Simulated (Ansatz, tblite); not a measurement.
# The cluster Ta3S8: one state, many levels

An exercise on one series of results from a longer session: the logs are not shown, and one member is left open.

Computed with Ansatz 0.2.0, Gaussian basis. Level: as each input shows.

Plan: GFN1-xTB, GFN2-xTB, PBE-D4/def2-SVP, r2SCAN-D4/def2-SVP, BLYP-D4/def2-SVP, B97M-V/def2-SVP, MP2/def2-SVP, RPA/def2-SVP.

12 further runs of the same task are left out: 4 that didn't finish, 8 set aside as unsound or not needed. Runs told in other sessions of the task aren't counted.

## The structure

The geometry is that of the doublet, from an earlier relaxation (PBE-D4/def2-SVP).

11 atoms, charge 0, spin multiplicity 2.

Bond lengths: Ta1–S4 2.626 Å, Ta1–S5 2.422 Å, Ta1–S6 2.422 Å, Ta1–S7 2.168 Å, Ta1–S11 2.626 Å, Ta2–S4 2.366 Å, Ta2–S6 2.354 Å, Ta2–S8 2.405 Å, Ta2–S9 2.181 Å, Ta3–S5 2.354 Å, Ta3–S8 2.405 Å, Ta3–S10 2.181 Å, Ta3–S11 2.367 Å. Angles: S4–Ta1–S5 133.9°, S4–Ta1–S6 85.5°, S4–Ta1–S7 113.9°, S4–Ta1–S11 62.3°, S5–Ta1–S6 96.8°, S5–Ta1–S7 108.8°, S5–Ta1–S11 85.5°, S6–Ta1–S7 108.8°, S6–Ta1–S11 134.0°, S7–Ta1–S11 113.9°, S4–Ta2–S6 93.2°, S4–Ta2–S8 110.2°, S4–Ta2–S9 112.2°, S6–Ta2–S8 113.7°, S6–Ta2–S9 112.0°, S8–Ta2–S9 113.9°, S5–Ta3–S8 113.8°, S5–Ta3–S10 111.9° and more.

Ta takes a core potential in the def2 sets. No spin-orbit coupling is included.

PBE0-D4/def2-SVP was run before; its log isn't repeated, and its numbers join the tables.

The first run:

Tight binding, by tblite at 300 K electronic temperature and without a spin-polarisation term:

```python
tblite.interface.Calculator('GFN1-xTB', numbers, positions, charge=0, uhf=1).singlepoint()
```

Tight binding, by tblite at 300 K electronic temperature and without a spin-polarisation term:

```python
tblite.interface.Calculator('GFN2-xTB', numbers, positions, charge=0, uhf=1).singlepoint()
```

start.molden holds the orbitals of an earlier run on this state, given as this run's starting guess.

Contents of in.yaml:

```yaml
crystal:
  periodic: [false, false, false]
  atoms:
    - {symbol: Ta, position_ang: [-0.922814, -1.299958, -0.226809]}
    - {symbol: Ta, position_ang: [-0.947720, 1.715305, 0.539962]}
    - {symbol: Ta, position_ang: [1.958448, -0.164458, -0.516592]}
    - {symbol: S, position_ang: [-0.974305, -0.070132, 2.092730]}
    - {symbol: S, position_ang: [0.638273, -1.331141, -2.077827]}
    - {symbol: S, position_ang: [-2.269170, 0.549917, -1.020542]}
    - {symbol: S, position_ang: [-2.115553, -3.109276, -0.287438]}
    - {symbol: S, position_ang: [1.299389, 2.128007, -0.211628]}
    - {symbol: S, position_ang: [-1.961945, 3.487959, 1.304869]}
    - {symbol: S, position_ang: [4.089897, -0.424695, -0.896630]}
    - {symbol: S, position_ang: [1.205501, -1.481540, 1.299896]}
basis:
  gaussian: {orbitals: def2-SVP, initial_orbitals: start.molden}
magnetization: {spin_polarized: true, initial_magnetization: 1}
hamiltonian: {xc: pbe, dispersion: d4}
scf: {omitted_lower_state_checks: [starts]}
output: {forces: true, orbitals: {seedname: orbitals}}
```

Run with:

```sh
> ansatz run in.yaml --threads 4 --pin off --events-out ev --progress --plain --max-ram 6963MiB
```

Steps of the session up to this table: PBE-D4/def2-SVP; r2SCAN-D4/def2-SVP; BLYP-D4/def2-SVP; B97M-V/def2-SVP; MP2/def2-SVP; RPA/def2-SVP.

One of the session's tables, all rows but one given; the rest of the session is left out.

It belongs to the step «Binding energy». 

| level | binding an atom (eV) |
| --- | --- |
| HF/def2-SVP | 2.608 |
| PBE-D4/def2-SVP | 4.946 |
| BLYP-D4/def2-SVP | ? |
| r2SCAN-D4/def2-SVP | 4.766 |
| B97M-V/def2-SVP | 4.740 |
| PBE0-D4/def2-SVP | 4.649 |
| RPA/def2-SVP | 4.170 |
| MP2/def2-SVP | 4.736 |

Q: Estimate the row for BLYP-D4/def2-SVP from the others.

The run gave: binding an atom (eV): 4.679. In the column «binding an atom (eV)» it lies between PBE0-D4/def2-SVP (4.649) and MP2/def2-SVP (4.736).

To keep in mind: Free atoms were run apart at each level; binding is atoms less cluster, divided by the number of atoms, without zero-point or spin-orbit terms.
